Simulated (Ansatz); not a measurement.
# C2H10AlNSi2: the cost of one run

Program: Ansatz 0.2.0. Level of theory: RKS r2SCAN-D4/6-31G*. These are calculated values, not measurements.

## 1. Starting point

Bond lengths (14 of 16 bonds, heavy atoms first): N1–Si2 1.759 Å, Si2–C3 1.835 Å, C3–Si4 1.903 Å, Si4–Al5 2.341 Å, Si2–C6 1.885 Å, Si4–C6 1.931 Å, N1–H7 1.065 Å, N1–H8 0.980 Å, Si2–H9 1.423 Å, C3–H10 1.117 Å, C3–H11 1.141 Å, Si4–H12 1.414 Å, Al5–H13 1.629 Å, Al5–H14 1.623 Å. Angles (14 of 30 angles, heavy atoms first): N1–Si2–C3 109.8°, N1–Si2–C6 112.6°, C3–Si2–C6 86.4°, Si2–C3–Si4 96.5°, C3–Si4–Al5 111.2°, C3–Si4–C6 83.2°, Al5–Si4–C6 109.5°, Si2–C6–Si4 93.9°, N1–Si2–H9 114.6°, C3–Si2–H9 114.7°, C6–Si2–H9 115.5°, Si2–N1–H7 107.2°, Si2–N1–H8 109.2°, Si2–C3–H10 114.3°.

As a file:

```xyz
16

N    -2.2049   -1.1692    0.2662
Si   -0.8616   -1.0760   -0.8653
C     0.7273   -1.1683    0.0476
Si    1.2958    0.6079   -0.3313
Al    1.1892    1.9559    1.5793
C    -0.3838    0.6998   -1.2794
H    -2.0140   -0.4624    1.0399
H    -2.2331   -2.0664    0.6603
H    -0.9611   -1.9586   -1.9776
H     1.4631   -1.8910   -0.3811
H     0.6015   -1.3365    1.1692
H     2.4168    0.6956   -1.1886
H     1.1962    3.5786    1.4335
H     1.0433    1.3060    3.0596
H    -0.2144    0.8062   -2.3615
H    -1.0834    1.4559   -0.8266
```

## 2. End point A

Input file input.yaml:

```yaml
crystal:
  periodic: [false, false, false]
  atoms:
    - { symbol: "N", position_ang: [-2.2049, -1.1692, 0.2662] }
    - { symbol: Si, position_ang: [-0.8616, -1.076, -0.8653] }
    - { symbol: C, position_ang: [0.7273, -1.1683, 0.0476] }
    - { symbol: Si, position_ang: [1.2958, 0.6079, -0.3313] }
    - { symbol: Al, position_ang: [1.1892, 1.9559, 1.5793] }
    - { symbol: C, position_ang: [-0.3838, 0.6998, -1.2794] }
    - { symbol: H, position_ang: [-2.014, -0.4624, 1.0399] }
    - { symbol: H, position_ang: [-2.2331, -2.0664, 0.6603] }
    - { symbol: H, position_ang: [-0.9611, -1.9586, -1.9776] }
    - { symbol: H, position_ang: [1.4631, -1.891, -0.3811] }
    - { symbol: H, position_ang: [0.6015, -1.3365, 1.1692] }
    - { symbol: H, position_ang: [2.4168, 0.6956, -1.1886] }
    - { symbol: H, position_ang: [1.1962, 3.5786, 1.4335] }
    - { symbol: H, position_ang: [1.0433, 1.306, 3.0596] }
    - { symbol: H, position_ang: [-0.2144, 0.8062, -2.3615] }
    - { symbol: H, position_ang: [-1.0834, 1.4559, -0.8266] }
basis:
  gaussian: { orbitals: "6-31G*" }
hamiltonian:
  xc: r2scan
  dispersion: d4
relax:
  f_tol: 0.015
  max_steps: 40
```

Command:

```
ansatz run input.yaml --threads 2 --pin off --max-ram 3072MiB --backend cpu --events-out ev --progress --plain --runs-dir out
```

**Question.** How long does this run take on 2 threads of Intel Xeon Platinum 8488C (Sapphire Rapids), shared host, and how much memory does it need?

About 2.1 min, with a peak of 0.24 GiB.
